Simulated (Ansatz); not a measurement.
# CH₉AsBGaSi: how energies converge with the basis set

Aim: see how fast density functionals converge with the basis set for CH₉AsBGaSi.

The runs use Ansatz 0.2.0, Gaussian basis; one geometry, several basis sets.

The runs, in order: PBE0-D4/def2-SVP; ωB97M-V/def2-SVP; PBE0-D4/def2-QZVPP; ωB97M-V/def2-QZVPP; the functionals' def2-TZVPP values are taken from earlier runs.

### 1 The relaxed structure

All runs share one geometry, relaxed beforehand with PBE0-D4 in a triple-zeta def2 set.

14 atoms, charge 0, spin multiplicity 1.

Atoms are counted from 1 here; the program's logs count them from 0.

Bond lengths: C1–Si2 1.865 Å, C1–H6 1.094 Å, C1–H7 1.092 Å, C1–H8 1.091 Å, Si2–Ga3 2.709 Å, Si2–B4 1.865 Å, Si2–H9 1.488 Å, Ga3–B4 2.222 Å, Ga3–As5 2.838 Å, Ga3–H10 1.570 Å, Ga3–H11 1.564 Å, B4–As5 2.051 Å, B4–H12 1.194 Å, As5–H13 1.522 Å, As5–H14 1.548 Å. Angles: Si2–C1–H6 109.6°, Si2–C1–H7 111.2°, Si2–C1–H8 111.1°, H6–C1–H7 107.8°, H6–C1–H8 108.4°, H7–C1–H8 108.7°, C1–Si2–Ga3 101.4°, C1–Si2–B4 127.4°, C1–Si2–H9 111.0°, Ga3–Si2–B4 54.4°, Ga3–Si2–H9 116.9°, B4–Si2–H9 121.6°, Si2–Ga3–B4 43.0°, Si2–Ga3–As5 76.6°, Si2–Ga3–H10 96.8°, Si2–Ga3–H11 135.8°, B4–Ga3–As5 45.9°, B4–Ga3–H10 126.9° and more.

### 2 PBE0-D4 in def2-SVP

The input, in.yaml:

```yaml
crystal:
  periodic: [false, false, false]
  atoms:
    - {symbol: C, position_ang: [-0.954058, 1.440570, 1.273917]}
    - {symbol: Si, position_ang: [-0.734418, -0.405885, 1.126530]}
    - {symbol: Ga, position_ang: [1.563988, -0.557245, -0.298510]}
    - {symbol: B, position_ang: [-0.489223, -1.396930, -0.433907]}
    - {symbol: As, position_ang: [-0.448203, -0.544504, -2.299437]}
    - {symbol: H, position_ang: [-1.974218, 1.664344, 1.599568]}
    - {symbol: H, position_ang: [-0.267716, 1.861959, 2.011179]}
    - {symbol: H, position_ang: [-0.783450, 1.933274, 0.315597]}
    - {symbol: H, position_ang: [-0.739923, -1.051939, 2.467463]}
    - {symbol: H, position_ang: [1.957722, 0.958153, -0.179466]}
    - {symbol: H, position_ang: [2.602899, -1.676511, -0.634106]}
    - {symbol: H, position_ang: [-0.385778, -2.585810, -0.407854]}
    - {symbol: H, position_ang: [-0.418282, 0.934574, -1.942046]}
    - {symbol: H, position_ang: [1.070648, -0.574051, -2.598930]}
basis:
  gaussian: {orbitals: def2-SVP}
hamiltonian: {xc: pbe0, dispersion: d4}
output: {orbitals: {seedname: orbitals}}
```

Launch:

```
$ ansatz run in.yaml --threads 2 --pin off --events-out ev --progress --plain --max-ram 32768MiB --backend cpu
```

Output:

```text
Functional definition: PBE0
  name "PBE0"
  cite "Adamo & Barone, J. Chem. Phys. 110, 6158 (1999) doi:10.1063/1.478522"
  cite "Perdew, Burke & Ernzerhof, Phys. Rev. Lett. 77, 3865 (1996) doi:10.1103/PhysRevLett.77.3865"
  parent pbe
  parameter a = 0.25
  parameter kappa = 0.804
  parameter beta = 0.06672455060314922
  exchange = (1 - a)*pbe_x(kappa = kappa, mu = beta*pi^2/3) + a*exact_x
  correlation = pbe_c(beta = beta)
1562 factors; integrals over basis functions are off by at most 1.3e-3 eV
mean field evaluation 1: about -122911.9627 eV, gradient 5.1e1 eV
mean field evaluation 2: about -122909.6121 eV, gradient 5.6e1 eV
mean field evaluation 4: about -122918.4085 eV, gradient 3.1e0 eV
mean field evaluation 8: about -122918.5145 eV, gradient 1.7e-1 eV
mean field evaluation 16: about -122918.5146 eV, gradient 1.4e-4 eV
mean field -122918.51464853 eV, -4517.1720961717 hartree, gradient 4.1e-5 eV, S^2 0.000000; 0 other end points of the search recorded, 0 dependent functions left out
reference -122918.51468196 eV, -4517.1720974005 hartree; 49, 49 occupied and 106, 106 virtual orbitals, 1562 factors
Total energy: -122918.89666734 eV, -4517.1861351043 hartree
```

Wall time 4.2 s (2 threads of AMD EPYC 7R13, shared host).

### 3 ωB97M-V in def2-SVP

in.yaml: that of step 2 with these lines changed.

```diff
@@ -19,3 +19,3 @@
   gaussian: {orbitals: def2-SVP}
-hamiltonian: {xc: pbe0, dispersion: d4}
+hamiltonian: {xc: {name: wB97M-V}}
 output: {orbitals: {seedname: orbitals}}
```

The command is unchanged.

Output:

```text
Functional definition: wB97M-V
  name "wB97M-V"
  cite "Mardirossian & Head-Gordon, J. Chem. Phys. 144, 214110 (2016) doi:10.1063/1.4952647"
  cite "Becke, J. Chem. Phys. 107, 8554 (1997) doi:10.1063/1.475007"
  cite "Vydrov & Van Voorhis, J. Chem. Phys. 133, 244103 (2010) doi:10.1063/1.3521275"
  # Of w^i u^j: cxij and so on, Table III.
  parameter omega = 0.3/bohr
  parameter cx = 0.15
  parameter cx01 = 1.007
  parameter cx10 = 0.259
  parameter css00 = 0.443
  parameter css04 = -1.437
  parameter css10 = -4.535
  parameter css20 = -3.390
  parameter css43 = 4.278
  parameter cos00 = 1.000
  parameter cos10 = 1.358
  parameter cos20 = 2.924
  parameter cos21 = -8.812
  parameter cos60 = -1.390
  parameter cos61 = 9.142
  parameter b = 6.0
  parameter c = 0.01
  gx(w, u) = 1 - cx + cx01*u + cx10*w
  gss(w, u) = css00 + css04*u^4 + css10*w + css20*w^2 + css43*w^4*u^3
  gos(w, u) = cos00 + cos10*w + (cos20 + cos21*u)*w^2 + (cos60 + cos61*u)*w^6
  exchange = spin_sum(e_x_unif_sr(omega)*gx(b97_w, b97_u_x)) + cx*exact_x_sr(omega) + exact_x_lr(omega)
  correlation = spin_sum(e_c_pw_mod_same_spin*gss(b97_w, b97_u_same))
      + integral(e_c_pw_mod_opposite_spin*gos(b97_w_opposite, b97_u_opposite)) + vv10(b, c)
1562 factors; integrals over basis functions are off by at most 1.3e-3 eV
486 factors; integrals over basis functions are off by at most 6.3e-6 eV
mean field evaluation 1: about -122926.5593 eV, gradient 3.8e1 eV
mean field evaluation 2: about -122928.1583 eV, gradient 2.9e1 eV
mean field evaluation 4: about -122929.8854 eV, gradient 1.6e0 eV
mean field evaluation 8: about -122929.9436 eV, gradient 9.4e-2 eV
mean field evaluation 16: about -122929.9437 eV, gradient 2.8e-4 eV
mean field -122929.94366442 eV, -4517.5921047590 hartree, gradient 7.4e-5 eV, S^2 0.000000; 0 other end points of the search recorded, 0 dependent functions left out
reference -122929.94371849 eV, -4517.5921067460 hartree; 49, 49 occupied and 106, 106 virtual orbitals, 1562 factors
Total energy: -122929.94371849 eV, -4517.5921067460 hartree
```

Run time: 14 s. Hardware: 2 threads of AMD EPYC 7R13, shared host; peak memory 0.76 GiB.

### 4 PBE0-D4 in def2-QZVPP

in.yaml: that of step 3 with these lines changed.

```diff
@@ -18,4 +18,4 @@
 basis:
-  gaussian: {orbitals: def2-SVP}
-hamiltonian: {xc: {name: wB97M-V}}
+  gaussian: {orbitals: "def2-QZVPP.json"}
+hamiltonian: {xc: pbe0, dispersion: d4}
 output: {orbitals: {seedname: orbitals}}
```

Launch:

```
$ ansatz run in.yaml --threads 2 --pin off --events-out ev --progress --plain --max-ram 32768MiB --backend cuda --devices 0, --max-vram 18GiB
```

Output:

```text
Functional definition: PBE0
  name "PBE0"
  cite "Adamo & Barone, J. Chem. Phys. 110, 6158 (1999) doi:10.1063/1.478522"
  cite "Perdew, Burke & Ernzerhof, Phys. Rev. Lett. 77, 3865 (1996) doi:10.1103/PhysRevLett.77.3865"
  parent pbe
  parameter a = 0.25
  parameter kappa = 0.804
  parameter beta = 0.06672455060314922
  exchange = (1 - a)*pbe_x(kappa = kappa, mu = beta*pi^2/3) + a*exact_x
  correlation = pbe_c(beta = beta)
2459 factors; their error is unknown
mean field evaluation 1: about -122930.4053 eV, gradient 6.5e1 eV
mean field evaluation 2: about -122925.0461 eV, gradient 7.8e1 eV
mean field evaluation 4: about -122939.9923 eV, gradient 4.4e0 eV
mean field evaluation 8: about -122940.0383 eV, gradient 3.3e-1 eV
mean field evaluation 16: about -122940.3307 eV, gradient 1.8e-4 eV
mean field -122940.33071516 eV, -4517.9738218331 hartree, gradient 3.9e-5 eV, S^2 0.000000; 0 other end points of the search recorded, 0 dependent functions left out
reference -122940.33076517 eV, -4517.9738236709 hartree; 49, 49 occupied and 583, 583 virtual orbitals, 2459 factors
Total energy: -122940.71275055 eV, -4517.9878613747 hartree
```

Wall time 14 s (1 × H100 (card shared with other runs) with 2 threads of AMD EPYC 7R13, shared host); peak host memory 1.2 GiB.

### 5 ωB97M-V in def2-QZVPP

in.yaml: that of step 4 with these lines changed.

```diff
@@ -19,3 +19,3 @@
   gaussian: {orbitals: "def2-QZVPP.json"}
-hamiltonian: {xc: pbe0, dispersion: d4}
+hamiltonian: {xc: {name: wB97M-V}}
 output: {orbitals: {seedname: orbitals}}
```

Same command.

Output:

```text
Functional definition: wB97M-V
  name "wB97M-V"
  cite "Mardirossian & Head-Gordon, J. Chem. Phys. 144, 214110 (2016) doi:10.1063/1.4952647"
  cite "Becke, J. Chem. Phys. 107, 8554 (1997) doi:10.1063/1.475007"
  cite "Vydrov & Van Voorhis, J. Chem. Phys. 133, 244103 (2010) doi:10.1063/1.3521275"
  # Of w^i u^j: cxij and so on, Table III.
  parameter omega = 0.3/bohr
  parameter cx = 0.15
  parameter cx01 = 1.007
  parameter cx10 = 0.259
  parameter css00 = 0.443
  parameter css04 = -1.437
  parameter css10 = -4.535
  parameter css20 = -3.390
  parameter css43 = 4.278
  parameter cos00 = 1.000
  parameter cos10 = 1.358
  parameter cos20 = 2.924
  parameter cos21 = -8.812
  parameter cos60 = -1.390
  parameter cos61 = 9.142
  parameter b = 6.0
  parameter c = 0.01
  gx(w, u) = 1 - cx + cx01*u + cx10*w
  gss(w, u) = css00 + css04*u^4 + css10*w + css20*w^2 + css43*w^4*u^3
  gos(w, u) = cos00 + cos10*w + (cos20 + cos21*u)*w^2 + (cos60 + cos61*u)*w^6
  exchange = spin_sum(e_x_unif_sr(omega)*gx(b97_w, b97_u_x)) + cx*exact_x_sr(omega) + exact_x_lr(omega)
  correlation = spin_sum(e_c_pw_mod_same_spin*gss(b97_w, b97_u_same))
      + integral(e_c_pw_mod_opposite_spin*gos(b97_w_opposite, b97_u_opposite)) + vv10(b, c)
2397 factors; their error is unknown
560 factors; integrals over basis functions are off by at most 6.9e-6 eV
mean field evaluation 1: about -122946.4290 eV, gradient 5.0e1 eV
mean field evaluation 2: about -122948.5201 eV, gradient 4.3e1 eV
mean field evaluation 4: about -122951.6215 eV, gradient 2.7e0 eV
mean field evaluation 8: about -122951.6415 eV, gradient 8.1e-2 eV
mean field evaluation 16: about -122951.8105 eV, gradient 2.6e-4 eV
mean field -122951.81045428 eV, -4518.3956944642 hartree, gradient 8.2e-5 eV, S^2 0.000000; 0 other end points of the search recorded, 0 dependent functions left out
reference -122951.81053433 eV, -4518.3956974064 hartree; 49, 49 occupied and 583, 583 virtual orbitals, 2397 factors
Total energy: -122951.81053433 eV, -4518.3956974064 hartree
```

It took 15 s on 1 × H100 (card shared with other runs) with 2 threads of AMD EPYC 7R13, shared host; peak host memory 1.3 GiB.

### 6 Functionals by basis

The def2-TZVPP values come from earlier runs at the same geometry.

| functional | basis | functions | energy (eV) | from the largest (eV) | HOMO (eV) | LUMO (eV) |
| --- | --- | --- | --- | --- | --- | --- |
| PBE0-D4 | def2-SVP | 155 | -122918.8967 | 21.816 | -6.63 | -1.67 |
| PBE0-D4 | def2-TZVPP | 326 | -122937.8542 | 2.859 | -6.62 | -1.70 |
| PBE0-D4 | def2-QZVPP | 632 | -122940.7128 | 0.000 | -6.62 | -1.73 |
| ωB97M-V | def2-SVP | 155 | -122929.9437 | 21.867 | -8.47 | 0.13 |
| ωB97M-V | def2-TZVPP | 326 | -122949.0318 | 2.779 | -8.49 | 0.04 |
| ωB97M-V | def2-QZVPP | 632 | -122951.8105 | 0.000 | -8.49 | -0.04 |

### 7 Summary of results

```
                                       quantity           value
PBE0-D4: double and triple zeta above quadruple  21.82, 2.86 eV
ωB97M-V: double and triple zeta above quadruple  21.87, 2.78 eV
```

**Reading.** PBE0-D4 gains 18.96 eV from double to triple zeta, then 2.86 eV more. These are total energies; as a rule much of such shifts cancels in differences, which this series doesn't test.
